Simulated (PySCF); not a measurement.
# H8NPSSi2: the cost of one run

Programs: PySCF 2.14.0, with density-fitted response routines of our own. Each step states its level of theory. These are calculated values for one molecule in the gas phase, unless marked as measured. Atoms count from 0, in the outputs and in this text.

**1. The starting structure**

13 atoms, charge 0, multiplicity 1; geometry from: GFN2-xTB. The atoms were then displaced at random by about 0.01 Å, so the start is not that level's minimum.

Bonds of the start (Å): N0–Si1 1.70, Si1–S2 2.17, S2–Si3 2.10, Si3–P4 2.25, N0–H5 1.00, N0–H6 1.03, Si1–H7 1.47, Si1–H8 1.44, Si3–H9 1.49, Si3–H10 1.46, P4–H11 1.38, P4–H12 1.39.

**2. Geometry optimisation at PBE0-D3(BJ)/def2-SVP**

Job settings and geometry (Å):

```
{"job": {"xc": "PBE0", "basis": "def2-SVP", "d3": "d3bj", "grid": 1, "shake": 0.01, "kind": "geom"}, "charge": 0, "multiplicity": 1}
N      1.592820     0.792580    -0.561940
Si     1.610110    -0.572880     0.448600
S     -0.073790    -0.348920     1.791900
Si    -1.754100    -0.664180     0.572050
P     -2.061760     0.695830    -1.190250
H      2.270430     0.932060    -1.282760
H      1.371730     1.710650    -0.149030
H      2.753830    -0.718720     1.361360
H      1.407580    -1.712720    -0.400250
H     -2.878130    -0.463160     1.530820
H     -1.746500    -2.039830     0.078670
H     -0.786040     0.511540    -1.690280
H     -1.700360     1.860870    -0.519220
```

The run is started by

```console
$ OMP_NUM_THREADS=1 python probes_run.py task.json out
```

One launch serves the whole session: the jobs run in the order shown.

Q: Estimate the wall time and peak memory of this first job on 1 thread of Arm Neoverse V2, shared host.

About 2 min, with a peak of 0.54 GiB.
